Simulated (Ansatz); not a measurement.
# FGaH4: the cost of one run

Method: PBE0-D4/def2-SVP; program: Ansatz 0.2.0, Gaussian basis.

**1. The starting structure**

The start, a first-order saddle point found at PBE0-D4 in triple zeta: 6 atoms, charge 0, spin multiplicity 1.

Atoms are counted from 1 here; the program's logs count them from 0.

Bond lengths: Ga1–F2 2.017 Å, Ga1–H3 1.551 Å, Ga1–H4 1.551 Å, Ga1–H5 1.844 Å, Ga1–H6 1.769 Å, F2–H5 1.175 Å. Angles: F2–Ga1–H3 108.4°, F2–Ga1–H4 108.4°, F2–Ga1–H5 35.1°, F2–Ga1–H6 68.3°, H3–Ga1–H4 132.8°, H3–Ga1–H5 113.6°, H3–Ga1–H6 110.2°, H4–Ga1–H5 113.6°, H4–Ga1–H6 110.2°, H5–Ga1–H6 33.3°, Ga1–F2–H5 64.4°, Ga1–H5–F2 80.5°.

Geometry (Å):

```mol
FGaH4
  3D, bonds by distance, orders not assigned

  6  6  0  0  0  0  0  0  0  0999 V2000
   -0.4156   -0.2656   -0.3819 Ga  0  0
    0.4074   -0.1426    1.4556 F   0  0
    0.1128   -1.5520   -1.0693 H   0  0
   -1.8120    0.4088   -0.3382 H   0  0
    0.8493    0.5910    0.6510 H   0  0
    0.8582    0.9606   -0.3171 H   0  0
  1  2  8  0
  1  3  8  0
  1  4  8  0
  1  5  8  0
  1  6  8  0
  2  5  8  0
M  END
```

**2. The run**

The input, md/in.yaml:

```yaml
crystal:
  periodic: [false, false, false]
  atoms:
    - {symbol: Ga, position_ang: [-0.415585, -0.265568, -0.381934]}
    - {symbol: F, position_ang: [0.407404, -0.142550, 1.455634]}
    - {symbol: H, position_ang: [0.112831, -1.552050, -1.069329]}
    - {symbol: H, position_ang: [-1.812048, 0.408814, -0.338247]}
    - {symbol: H, position_ang: [0.849293, 0.590966, 0.651000]}
    - {symbol: H, position_ang: [0.858205, 0.960587, -0.317124]}
basis:
  gaussian: {orbitals: def2-SVP}
hamiltonian: {xc: pbe0, dispersion: d4}
md: {n_steps: 30, timestep: 1.0, temperature: 500, ensemble: nvt_nose_hoover, seed: 604, initial_velocities: maxwell_boltzmann}
```

Launch:

```sh
$ ansatz run in.yaml --threads 2 --pin off --events-out ev --progress --plain --max-ram 4352MiB
```

**Question.** How long does this run take on 2 threads of Arm Neoverse V1, shared host?

About 29 s.
